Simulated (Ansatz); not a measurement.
# SiC: the cost of one run

Program: Ansatz 0.2.0 (single point, PBE, plane waves PAW). Host: Arm Neoverse N1, 56 cores, 56 hardware threads, 90 GiB; it was booked for these runs alone, one at a time. Each run is timed once from launch to exit, start-up included.

### Step 1. What is computed

The cell holds 784 atoms in 8089 Å³, 8×7×7 copies of a database cell, with the atoms displaced at random so that no symmetry is left.

### Step 2. First run

The input, input.yaml:

```yaml
crystal:
  lattice:
    - [0.000000, 17.415976, 17.415976]
    - [15.238979, 0.000000, 15.238979]
    - [15.238979, 15.238979, 0.000000]
  atoms:
    - { symbol: Si, position: [0.035047, 0.034484, 0.036447] }
    - { symbol: C, position: [0.000238, 0.001550, -0.002602] }
    - { symbol: Si, position: [0.030576, 0.034320, 0.176577] }
    - { symbol: C, position: [-0.001370, -0.000951, 0.142325] }
    - { symbol: Si, position: [0.029777, 0.036498, 0.320412] }
    - { symbol: C, position: [-0.005193, 0.002210, 0.284987] }
    - { symbol: Si, position: [0.030043, 0.036212, 0.464712] }
    - { symbol: C, position: [0.000086, -0.001586, 0.428927] }
    - { symbol: Si, position: [0.028753, 0.038393, 0.604794] }
    - { symbol: C, position: [-0.000335, 0.000036, 0.571835] }
    - { symbol: Si, position: [0.030850, 0.036611, 0.743254] }
    - { symbol: C, position: [-0.000380, -0.000537, 0.713240] }
# [... 768 more atoms ...]
    - { symbol: Si, position: [0.905880, 0.891617, 0.749251] }
    - { symbol: C, position: [0.876924, 0.858290, 0.712284] }
    - { symbol: Si, position: [0.907007, 0.895123, 0.895708] }
    - { symbol: C, position: [0.875857, 0.855580, 0.856548] }
kpoints:
  mp_grid: { grid: [1, 1, 1] }
hamiltonian:
  xc: pbe
  pseudopotentials: { azcp: { folder: soft_1 } }
scf:
  occupations: { method: fixed }
output: { forces: true }
```

Launch:

```console
taskset -c 8-63 ansatz run input.yaml --backend cpu --max-ram 64GiB --events-out ev --progress --plain --runs-dir out
```

**Question.** How long does this run take on 56 threads of Arm Neoverse N1, host not shared, and how much memory does it need?

About 2.5 min, with a peak of 30 GiB.
